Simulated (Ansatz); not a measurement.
Geometry optimisation, DFT PBE, scalar-relativistic, plane waves, PAW (Ansatz 0.2.0).

input.yaml

```yaml
accuracy: low
crystal:
  lattice:
    - [5.73086, 0.0, 0.0]
    - [-2.86543, 4.96307, 0.0]
    - [0.0, 0.0, 17.216395]
  atoms:
    - { symbol: W, position: [0.0, 0.0, 0.0580842] }
    - { symbol: C, position: [0.3333333, 0.1666667, 0.1397194] }
    - { symbol: W, position: [0.0, 0.0, 0.2213547] }
    - { symbol: C, position: [0.3333333, 0.1666667, 0.30299] }
    - { symbol: W, position: [0.0, 0.5, 0.0580842] }
    - { symbol: C, position: [0.3333333, 0.6666667, 0.1397194] }
    - { symbol: W, position: [0.0, 0.5, 0.2213547] }
    - { symbol: C, position: [0.3333333, 0.6666667, 0.30299] }
    - { symbol: W, position: [0.5, 0.0, 0.0580842] }
    - { symbol: C, position: [0.8333333, 0.1666667, 0.1397194] }
    - { symbol: W, position: [0.5, 0.0, 0.2213547] }
    - { symbol: C, position: [0.8333333, 0.1666667, 0.30299] }
    - { symbol: W, position: [0.5, 0.5, 0.0580842] }
    - { symbol: C, position: [0.8333333, 0.6666667, 0.1397194] }
    - { symbol: W, position: [0.5, 0.5, 0.2213547] }
    - { symbol: C, position: [0.8333333, 0.6666667, 0.30299] }
basis:
  ecutwfc: 420.0
kpoints:
  mp_grid: { grid: [2, 2, 1] }
hamiltonian:
  xc: pbe
  pseudopotentials: { kind: paw, azcp: { folder: soft_1 } }
scf:
  occupations: { method: fermi_dirac, width: 0.15 }
  lower_state_search: "off"
relax:
  f_tol: 0.08
  max_steps: 25
  adjacent_minimum: "off"
  constraints: [{ sites: [0, 4, 8, 12] }]
```

Command:

```bash
$ ansatz run input.yaml --threads 1 --pin off --max-ram 3072MiB --backend cpu --events-out ev --progress --plain --runs-dir out
```

Where does it end, and by what steps?

The run converged. Limits of this set-up: coarse k mesh, thin slab, slab without dipole correction, low accuracy level. After 4 steps the energy has fallen by 3.129 eV; C4 moved furthest, 0.19 Å.

| step | energy less start (eV) | largest force component (eV/Å) | accepted |
| --- | --- | --- | --- |
| 0 | 0.0000 | 5.324 | yes |
| 1 | -2.9629 | 1.228 | yes |
| 2 | -3.1152 | 0.156 | yes |
| 3 | -3.1214 | 0.135 | yes |
| 4 | -3.1290 | 0.007 | yes |

```xyz
16
Lattice="5.7309 0.0000 0.0000 -2.8654 4.9631 0.0000 0.0000 0.0000 17.2164" Properties=species:S:1:pos:R:3
W 0.000 0.000 1.000
C 1.433 0.827 2.318
W 0.000 0.000 3.897
C 1.433 0.827 5.031
W -1.433 2.482 1.000
C 0.000 3.309 2.318
W -1.433 2.482 3.897
C 0.000 3.309 5.031
W 2.865 0.000 1.000
C 4.298 0.827 2.318
W 2.865 0.000 3.897
C 4.298 0.827 5.031
W 1.433 2.482 1.000
C 2.865 3.309 2.318
W 1.433 2.482 3.897
C 2.865 3.309 5.031
```

Whether the end is a true minimum wasn't checked by a vibrational analysis.

Run time: 22 s on 1 thread of Arm Neoverse V1, on a shared host, peak memory 0.63 GiB.
